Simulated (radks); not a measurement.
# Br in [Ar] 3d10 4s2 4p5: an all-electron calculation

The task here is to estimate one member of a computed series from the others.

Program: radks (a radial shooting solver on a logarithmic mesh, Libxc functionals) version 1. Level of theory: Dirac Kohn-Sham, LDA (Slater exchange, Perdew-Wang correlation), spin-unpolarised, spherical densities, finite nucleus; open shells fill j = l - 1/2 first. These are calculated values, not measurements, unless marked.

## Starting point

```
element            : bromine (Z = 35)
charge             : 0
electrons          : 35
configuration      : [Ar] 3d10 4s2 4p5
nuclear rms radius : 4.1629 fm
```

Set-up of the first run:

The run's settings:

```text
Z 35
configuration [Ar] 3d10 4s2 4p5
relativity Dirac
functional lda,pw
spin unpolarised
j_filling energy
nucleus finite rms 4.1629 fm
c 137.035999084
```

One table of the session follows, with a row left open; its other results are not shown here.

It belongs to the step «Orbitals and density». From the orbitals of this run (lengths in bohr):

```
level      <r>  outermost maximum (interpolated)  90 % within  nodes
1s1/2  0.04280                            0.0280       0.0765      0
2s1/2   0.1896                             0.160        0.293      1
2p1/2   0.1629                             0.125        0.267      0
2p3/2   0.1668                             0.128        0.272      0
3s1/2   0.5525                             0.485        0.823      2
3p1/2   0.5577                             0.475        0.853      1
3p3/2        ?                                 ?            ?      ?
3d3/2   0.5885                             0.428        0.971      0
3d5/2   0.5927                             0.431        0.978      0
4s1/2    1.670                              1.41         2.50      3
4p1/2    2.070                              1.64         3.22      2
4p3/2    2.121                              1.67         3.30      2
```

**Question.** Estimate the row for 3p3/2.

As computed: <r>: 0.5683; outermost maximum (interpolated): 0.484; 90 % within: 0.869; nodes: 1. In the column «<r>» it lies between 3p1/2 (0.5577) and 3d3/2 (0.5885).

To keep in mind: Spin polarisation and multiplet splitting are left out.
